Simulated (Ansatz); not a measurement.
# F2OTi: the cost of one run

Computed with Ansatz 0.2.0, Gaussian basis. Level: PBE0-D4/def2-TZVP structures, single points in def2-TZVPP, no counterpoise correction.

Levels: SPW92, PBE-D4, BLYP-D4, r2SCAN-D4, B97M-V, PBE0-D4, B3LYP-D4, r2SCAN0-D4, BHLYP-D4, CAM-B3LYP-D4, wB97X-V, wB97M-V, B2PLYP, PBE-QIDH, RPA on PBE, Hartree-Fock, MP2, CCSD, CCSD(T).

Correlated methods freeze the cores. B3LYP uses VWN-RPA correlation. B2PLYP carries no dispersion term here.

57 further runs of the same task are left out: 1 that didn't finish, 56 set aside as unsound or not needed.

### Step 1. The system as given

The complex: 6 atoms, charge 0, spin multiplicity 1.

Atoms are counted from 1 here; the program's logs count them from 0.

Bond lengths: Ti1–F2 2.144 Å, Ti1–O3 1.608 Å, Ti1–F5 1.785 Å, Ti1–F6 1.785 Å, F2–H4 0.937 Å. Angles: F2–Ti1–O3 89.2°, F2–Ti1–F5 107.8°, F2–Ti1–F6 107.8°, O3–Ti1–F5 113.5°, O3–Ti1–F6 113.5°, F5–Ti1–F6 120.3°, Ti1–F2–H4 99.5°.

As a file:

```xyz
6

Ti    0.0438    0.5631    0.1811
F    -0.7388   -1.3968   -0.1961
O     1.4198    0.1247   -0.5264
H     0.0003   -1.7776   -0.6274
F    -0.9109    1.7251   -0.7807
F     0.1859    0.7615    1.9494
```

Its parts: TiOF₂ holds atoms 1, 3, 5, 6; HF holds atoms 2, 4. Each part counts its atoms afresh in its own runs.

### Step 2. Relaxing TiOF₂ alone

Input file relax-a/in.yaml:

```yaml
crystal:
  periodic: [false, false, false]
  atoms:
    - {symbol: Ti, position_ang: [0.043776, 0.563068, 0.181084]}
    - {symbol: O, position_ang: [1.419801, 0.124741, -0.526441]}
    - {symbol: F, position_ang: [-0.910881, 1.725052, -0.780665]}
    - {symbol: F, position_ang: [0.185931, 0.761508, 1.949402]}
basis:
  gaussian: {orbitals: def2-TZVP}
hamiltonian: {xc: pbe0, dispersion: d4}
relax: {f_tol: 0.005, max_steps: 200}
```

Started as:

```bash
> ansatz run in.yaml --threads 4 --pin off --events-out ev --progress --plain --max-ram 9574MiB
```

**Question.** How long does this run take on 4 threads of Intel Xeon at 2.50GHz, shared host?

About 18 s.
